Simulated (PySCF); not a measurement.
# BiCl3 (Bi(Cl)32+): the cost of one run

Method: TPSS, Bi def2-SVP with ECP60, Cl def2-SVP; scalar-relativistic core potentials, no spin–orbit coupling; program: PySCF 2.14.0.

4 further runs of the same task are left out: 2 for a known fault of the program, 1 that didn't finish, 1 set aside as unsound or not needed.

### Step 1. The starting structure

4 atoms, charge 2, spin multiplicity 1.

Bond lengths: Bi1–Cl2 2.387 Å, Bi1–Cl3 2.387 Å, Bi1–Cl4 2.387 Å. Angles: Cl2–Bi1–Cl3 120.0°, Cl2–Bi1–Cl4 120.0°, Cl3–Bi1–Cl4 120.0°.

Geometry (Å):

```
Bi    0.0000    0.0000   -0.3513
Cl    2.3868    0.0000   -0.3521
Cl   -1.1933    2.0670   -0.3521
Cl   -1.1934   -2.0670   -0.3521
```

Formal oxidation states: Bi +5. An earlier session relaxed this geometry at TPSS, Bi def2-SVP with ECP60, Cl def2-SVP (singlet, point group D3h).

Its energy there is -1593.957682 Eh.

### Step 2. Multiplicity 3 at the relaxed geometry

run.py (the lines that set the calculation)

```python
mol = gto.M(atom='''
Bi     0.00000     0.00000    -0.35125
Cl     2.38675    -0.00003    -0.35214
Cl    -1.19335     2.06700    -0.35214
Cl    -1.19340    -2.06697    -0.35214''',
    basis={'Bi': 'def2-SVP', 'Cl': 'def2-SVP'},
    ecp={'Bi': 'def2-SVP'},
    charge=2, spin=2)
mf = dft.UKS(mol, xc='TPSS')
mf.grids.atom_grid = (50, 194)
mf = mf.density_fit()  # fitting sets: Bi def2-universal-JKFIT, Cl def2-universal-JKFIT
mf.conv_tol = 1e-08; mf.max_cycle = 55
mf.kernel(dm0)  # dm0: free metal ions and neutral atoms
```

The run is started by

```sh
$ OMP_NUM_THREADS=2 python run.py
```

**Question.** How long does this run take on 2 threads of Arm Neoverse V2, shared host?

About 15 s.
